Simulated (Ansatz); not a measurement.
**AlZnF4 (element-swapped structure): how the settings move a single-point run**

Aim: see which settings change the result for AlZnF4 (element-swapped structure), by how much, and at what cost.

Program: Ansatz 0.2.0. Level of theory: reference: DFT PBE, plane waves, PAW, scalar-relativistic, no spin polarisation. These are calculated values, not measurements.

1 further run of the same task is left out (set aside as unsound or not needed).

## 1. Starting point

It takes space group P2/m (No. 10, monoclinic). Conventional cell: a = 4.056 Å, b = 2.648 Å, c = 4.265 Å, α = 90.00°, β = 92.60°, γ = 90.00°. Around Al (site symmetry 2/m) lie 6 F at 1.81 to 1.84 Å. Zn (site symmetry 2/m) is surrounded by 6 F at 1.68 to 1.78 Å. F (site symmetry m) is surrounded by 2 Zn at 1.68 Å and 1 Al at 1.84 Å. F (site symmetry m) has 1 Zn at 1.78 Å and 2 Al at 1.81 Å as nearest neighbours.

Coordinates:

```cif
data_structure
_symmetry_space_group_name_H-M 'P2/m'
_symmetry_Int_Tables_number 10
_cell_length_a 4.0562
_cell_length_b 2.6484
_cell_length_c 4.2654
_cell_angle_alpha 90.000
_cell_angle_beta 92.600
_cell_angle_gamma 90.000
_cell_volume 45.77
loop_
_atom_site_label
_atom_site_type_symbol
_atom_site_symmetry_multiplicity
_atom_site_Wyckoff_symbol
_atom_site_fract_x
_atom_site_fract_y
_atom_site_fract_z
_atom_site_occupancy
Al1 Al 1 a 0.00000 0.00000 0.00000 1
Zn1 Zn 1 h 0.50000 0.50000 0.50000 1
F1 F 2 m 0.69000 0.00000 0.67000 1
F2 F 2 n 0.77400 0.50000 0.18600 1
```

## 2. The reference run

The input, input.yaml:

```yaml
crystal:
  lattice:
    - [4.056161, 0.0, 0.0]
    - [0.0, 2.648447, 0.0]
    - [0.193497, 0.0, 4.26103]
  atoms:
    - { symbol: Al, position: [0.0, 0.0, 0.0] }
    - { symbol: Zn, position: [0.5, 0.5, 0.5] }
    - { symbol: F, position: [0.69, 0.0, 0.33] }
    - { symbol: F, position: [0.31, 0.0, 0.67] }
    - { symbol: F, position: [0.774, 0.5, 0.814] }
    - { symbol: F, position: [0.226, 0.5, 0.186] }
  symmetry: { tolerance: 0.0003 }
kpoints:
  mp_grid: { grid: [5, 7, 4], shift: [0, 0, 0] }
magnetization:
  spin_polarized: false
scf:
  occupations: { method: fermi_dirac, width: 0.0258 }
hamiltonian:
  pseudopotentials: { kind: paw }
  xc: pbe
basis:
  ecutwfc: 420
output:
  forces: true
  stress: true
  eigenvalues: true
```

The run is started by

```console
> ansatz run input.yaml --threads 1 --pin off --max-ram 2560MiB --backend cpu --events-out ev --progress --plain --runs-dir out
```

## 3. Changed: occupations.method gaussian, occupations.width 0.05, preconditioner ldos, lower_state_search light

Edit input.yaml of step 2 so:

```diff
@@ -18,3 +18,5 @@
 scf:
-  occupations: { method: fermi_dirac, width: 0.0258 }
+  occupations: { method: gaussian, width: 0.05 }
+  mixing: { preconditioner: ldos }
+  lower_state_search: light
 hamiltonian:
```

## 4. Variant: preconditioner none, ecutwfc 500 eV

Edit input.yaml of step 2 so:

```diff
@@ -19,2 +19,3 @@
   occupations: { method: fermi_dirac, width: 0.0258 }
+  mixing: { preconditioner: none }
 hamiltonian:
@@ -23,3 +24,3 @@
 basis:
-  ecutwfc: 420
+  ecutwfc: "500 eV"
 output:
@@ -28 +29,5 @@
   eigenvalues: true
+  write_density: true
+  write_potential: true
+  elf: true
+  volumetric_format: npy
```

## 5. A run with other settings

Edit input.yaml of step 2 so:

```diff
@@ -19,2 +19,4 @@
   occupations: { method: fermi_dirac, width: 0.0258 }
+  mixing: { algorithm: anderson, beta: 0.001, ndim: 1 }
+  max_iter: 50
 hamiltonian:
```

(Steps that only read results are left out.)

What does the calculation give? Wanted: for each run, ending; energy change; pressure; gap; force.

**Answer**, as computed:

```tsv
run	ending	energy change	pressure (GPa)	gap (eV)	force (eV/Å)	cycles	time
reference	converged	0	149.9	0.00	9.55	8	2.4 s
1: occupations.method gaussian, occupations.width 0.05, preconditioner ldos, lower_state_search light	converged	0.0 meV/atom (σ→0)	149.9	0.00	9.55	7	2.3 s
2: preconditioner none, ecutwfc 500 eV	converged	-4.3 meV/atom	149.8	0.00	9.54	7	3.5 s
3: mixing.algorithm anderson, mixing.beta 0.001, mixing.ndim 1	converged	0.0 meV/atom	149.9	0.00	9.55	37	14 s
```

Times don't compare one to one where runs were asked for different outputs or read a saved state (see the inputs); cycles may leave out searches for a lower state.

Residual by cycle in the longest SCF loop of each run; runs are numbered as in the table. The quantity is the density residual dr2, in eV.

```tsv
cycle	reference	run 1	run 2	run 3
1	0.0721	0.0723	0.0731	0.0721
4	2.8e-4	2.7e-4	3.5e-4	0.0706
8	8.9e-9	-	-	0.0701
11	-	-	-	0.0697
14	-	-	-	0.0694
17	-	-	-	0.069
21	-	-	-	0.0685
24	-	-	-	0.0681
27	-	-	-	0.0678
30	-	-	-	0.0674
34	-	-	-	2.2e-5
37	-	-	-	5.5e-9
```

**Reading.** The structure is not at rest: the sound run finds 150 GPa, so these are no properties of the relaxed crystal. 

The reference has limits of its own: it is run without spin, though an odd electron count or open d shells could carry moments; its mesh is coarse for a cell with so small a gap or none; the structure is made up and not relaxed.
